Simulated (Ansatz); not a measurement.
Runs of Ansatz 0.2.0 on Pt2W. The structure is orthorhombic, space group Immm (No. 71). Conventional cell: a = 2.773 Å, b = 3.964 Å, c = 8.307 Å, α = 90.00°, β = 90.00°, γ = 90.00°. Pt (site symmetry mm2) has 7 Pt at 2.71 to 2.82 Å and 5 W at 2.77 to 2.80 Å as nearest neighbours. Around W (site symmetry mmm) lie 2 W at 2.77 Å and 10 Pt at 2.77 to 2.80 Å. The cell comes from a database or a generator and needn't be the stable form of this composition.

```csv
level,gap on the mesh (eV),pressure (GPa),relaxed volume (Å³/atom)
PBEsol+D3(BJ),none,0.0,(a)
PBEsol+D3(BJ)-ATM,none,0.0,14.70
PBEsol,none,0.0,14.97
PBEsol+D4,none,0.0,14.77
```

Alike in all rows: task relaxation of cell and atoms; potentials or basis Ansatz PAW; no spin polarisation; cell relaxed; k mesh 12 × 12 × 12; cutoff (eV) 420; smearing fermi-dirac 0.05 eV.

Task: Estimate the missing entries.

Result: (a) 14.59.

Caveats: the plane-wave basis is chosen anew once the cell has moved, so the energies of steps on either side of that aren't comparable; the PAW data sets come from PBE, with cores solved anew for the run's functional, which leaves a small shift of forces and pressure; pairwise dispersion overbinds metals, which lowers pressure and volume (some runs).

A k mesh can miss the band edges, and the runs leave out spin-orbit coupling on Pt, W.

A gap of «none» marks a metal or a gap under the smearing width.
